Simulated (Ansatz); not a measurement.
# C2H5ClF2Si: the cost of one run

The runs use Ansatz 0.2.0, Gaussian basis; the settings change from run to run.

### Step 1. The molecule

The structure was relaxed beforehand with PBE0-D4 in a triple-zeta def2 set.

SMILES `FC[SiH](F)CCl`, 11 atoms, charge 0, spin multiplicity 1.

Atoms are counted from 1 here; the program's logs count them from 0.

Bond lengths: F1–C2 1.392 Å, C2–Si3 1.881 Å, C2–H7 1.095 Å, C2–H8 1.095 Å, Si3–F4 1.601 Å, Si3–C5 1.870 Å, Si3–H9 1.481 Å, C5–Cl6 1.788 Å, C5–H10 1.090 Å, C5–H11 1.090 Å. Angles: F1–C2–Si3 109.8°, F1–C2–H7 108.3°, F1–C2–H8 108.4°, Si3–C2–H7 111.4°, Si3–C2–H8 110.9°, H7–C2–H8 107.9°, C2–Si3–F4 109.0°, C2–Si3–C5 109.9°, C2–Si3–H9 110.3°, F4–Si3–C5 108.2°, F4–Si3–H9 108.5°, C5–Si3–H9 110.9°, Si3–C5–Cl6 106.1°, Si3–C5–H10 112.3°, Si3–C5–H11 113.2°, Cl6–C5–H10 107.9°, Cl6–C5–H11 108.0°, H10–C5–H11 109.1°.

### Step 2. wB97X/6-31++G**

Set apart from the defaults: multiplicity 3, atoms shaken by 0.03 Å, density fitting with cc-pVTZ-jkfit, high accuracy.

File in.yaml:

```yaml
crystal:
  periodic: [false, false, false]
  atoms:
    - {symbol: F, position_ang: [-1.202293, -1.292222, 1.303632]}
    - {symbol: C, position_ang: [-1.397384, -0.575122, 0.126856]}
    - {symbol: Si, position_ang: [-0.126397, 0.780323, -0.199193]}
    - {symbol: F, position_ang: [-0.400458, 1.937220, 0.933962]}
    - {symbol: C, position_ang: [1.532929, 0.029476, 0.101888]}
    - {symbol: Cl, position_ang: [1.758161, -1.040638, -1.216464]}
    - {symbol: H, position_ang: [-2.428082, -0.088774, 0.083090]}
    - {symbol: H, position_ang: [-1.433787, -1.304423, -0.688487]}
    - {symbol: H, position_ang: [-0.292603, 1.379911, -1.495109]}
    - {symbol: H, position_ang: [1.638838, -0.508531, 1.009863]}
    - {symbol: H, position_ang: [2.389611, 0.743722, 0.048410]}
basis:
  gaussian: {orbitals: "6-31++G**", fitting: {mean_field: cc-pVTZ-jkfit}}
magnetization: {spin_polarized: true, initial_magnetization: 2}
hamiltonian: {xc: {name: wB97X}}
accuracy: high
output: {forces: true}
```

Run with:

```
$ ansatz run in.yaml --threads 4 --pin off --events-out ev --progress --plain --max-ram 10444MiB
```

What time and memory should one allow on 4 threads of Intel Xeon Platinum 8488C, shared host?

About 44 s, with a peak of 1.4 GiB.
